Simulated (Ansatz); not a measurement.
# GeH₃ (doublet): wave-function methods side by side, cc-pVDZ

Aim: climb from Hartree-Fock through coupled cluster and multireference methods for GeH₃ (doublet) at one geometry and basis, and see what each rung misses.

Program: Ansatz 0.2.0, Gaussian basis. Level of theory: cc-pVDZ, correlated electrons: outside noble gas. These are calculated values, not measurements.

The runs, in order: UHF; CCSD(T) on ROHF; CCSD(T) on UHF; BCCD(T) on ROHF; CISD; CCSDT(Q) on ROHF; CCSDT(Q) on UHF; CASSCF and MRCISD+Q, 7 electrons in 7 orbitals; CASSCF and MRCISD+Q(relaxed), 7 electrons in 7 orbitals; CASSCF and NEVPT2, 7 electrons in 7 orbitals.

### Step 1. The system

The geometry is a PBE0/def2-TZVP stationary point (not a proven minimum). No spin-orbit coupling is included. The filled d shell of Ge may be among the frozen orbitals whatever the setting's name suggests; the logs give the count.

4 atoms, charge 0, spin multiplicity 2.

Atoms are counted from 1 here; the program's logs count them from 0.

Bond lengths: Ge1–H2 1.539 Å, Ge1–H3 1.539 Å, Ge1–H4 1.539 Å. Angles: H2–Ge1–H3 111.2°, H2–Ge1–H4 111.2°, H3–Ge1–H4 111.2°.

In the tables R marks a restricted open-shell determinant and U an unrestricted one; 'valence' is the active space of 7 electrons in 7 orbitals; correlation energies count from the lowest restricted Hartree-Fock solution.

### Step 2. UHF

Input file in.yaml:

```yaml
crystal:
  periodic: [false, false, false]
  atoms:
    - {symbol: Ge, position_ang: [0.000034, -0.000003, -0.018730]}
    - {symbol: H, position_ang: [1.465006, 0.016889, 0.452573]}
    - {symbol: H, position_ang: [-0.748285, 1.261093, 0.448403]}
    - {symbol: H, position_ang: [-0.719150, -1.277779, 0.448837]}
basis:
  gaussian: {orbitals: cc-pVDZ}
magnetization: {spin_polarized: true, initial_magnetization: 1}
hamiltonian: {xc: hf}
output: {orbitals: {seedname: orbitals}}
```

Started as:

```console
$ ansatz run in.yaml --threads 1 --pin off --events-out ev --progress --plain --max-ram 2393MiB
```

After this run come: CCSD(T) on ROHF; CCSD(T) on UHF; BCCD(T) on ROHF; CISD; CCSDT(Q) on ROHF; CCSDT(Q) on UHF; CASSCF and MRCISD+Q, 7 electrons in 7 orbitals; CASSCF and MRCISD+Q(relaxed), 7 electrons in 7 orbitals; CASSCF and NEVPT2, 7 electrons in 7 orbitals.

Q: Predict the results of all the runs planned. Wanted: correlation energy, UCCSDT(Q); RMP2 from UCCSDT(Q); UMP2 from UCCSDT(Q); RCCSD from UCCSDT(Q); RCCSD(T) from UCCSDT(Q); UCCSD(T) from UCCSDT(Q); RCCSDT(Q) from UCCSDT(Q); NEVPT2 valence from UCCSDT(Q); MRCISD+Q valence from UCCSDT(Q).

The runs gave:

| quantity | value |
| --- | --- |
| correlation energy, UCCSDT(Q) | -3.2813 eV |
| RMP2 from UCCSDT(Q) | +74.8 kJ/mol |
| UMP2 from UCCSDT(Q) | +74.0 kJ/mol |
| RCCSD from UCCSDT(Q) | +7.5 kJ/mol |
| RCCSD(T) from UCCSDT(Q) | +2.0 kJ/mol |
| UCCSD(T) from UCCSDT(Q) | +1.6 kJ/mol |
| RCCSDT(Q) from UCCSDT(Q) | +0.4 kJ/mol |
| NEVPT2 valence from UCCSDT(Q) | +59.8 kJ/mol |
| MRCISD+Q valence from UCCSDT(Q) | +0.4 kJ/mol |
| MRCISD+Q(relaxed) valence from UCCSDT(Q) | -1.6 kJ/mol |
| levels of the table within 1 kcal/mol (43 meV) | RCCSD(T), UCCSD(T), BCCD(T), RCCSDT, UCCSDT, RCCSDT(Q), MRCISD+Q valence, MRCISD+Q(relaxed) valence |
| T1 diagnostic | 0.015 |
| effectively unpaired electrons | 1.01 |

RCCSD(T) misses by +2.0 kJ/mol, 0.6 % of the correlation energy. One determinant dominates. Of the multireference levels listed MRCISD+Q valence comes nearest in total energy (+0.4 kJ/mol), which doesn't show that its space is the better one. These misses are within one basis, not against nature; the frozen cores of restricted and unrestricted runs differ, which can shift their rows.
